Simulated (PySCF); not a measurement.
# C3H7FOSi: the cost of one run

The runs use PySCF 2.14.0, with density-fitted response routines of our own; the level of theory stands in each step. All values are computed, except where a source is named. Atoms count from 0, in the outputs and in this text.

### 1 Starting geometry

13 atoms, charge 0, multiplicity 1; geometry from: GFN2-xTB. The atoms were then displaced at random by about 0.01 Å, so the start is not that level's minimum.

Bonds of the start (Å): C0–C1 1.34, C1–C2 1.52, C2–F3 1.33, C1–O4 1.34, O4–Si5 1.63, C0–H6 1.06, C0–H7 1.07, C2–H8 1.10, C2–H9 1.10, Si5–H10 1.45, Si5–H11 1.47, Si5–H12 1.49.

### 2 Geometry optimisation at PBE0-D3(BJ)/def2-SVP

The job: settings as JSON, then the geometry in Å.

```
{"job": {"xc": "PBE0", "basis": "def2-SVP", "d3": "d3bj", "grid": 1, "shake": 0.01, "kind": "geom"}, "charge": 0, "multiplicity": 1}
C     -0.573310    -1.972630     0.426660
C     -0.270140    -0.712900     0.085620
C     -0.840470     0.010070    -1.120920
F     -1.669750    -0.757880    -1.815400
O      0.611520    -0.003390     0.812000
Si     1.256460     1.496840     0.755420
H     -0.157020    -2.416530     1.290310
H     -1.278120    -2.503530    -0.170590
H     -1.356810     0.922590    -0.778580
H     -0.013260     0.285000    -1.789330
H      1.994130     1.683890    -0.481110
H      2.112660     1.423400     1.941950
H      0.189930     2.528170     0.833650
```

The run is started by

```sh
> OMP_NUM_THREADS=1 python probes_run.py task.json out
```

The driver reads the jobs from task.json and runs them one after another.

Q: Estimate the wall time and peak memory of this first job on 1 thread of Arm Neoverse N1, shared host.

About 57 s, with a peak of 0.49 GiB.
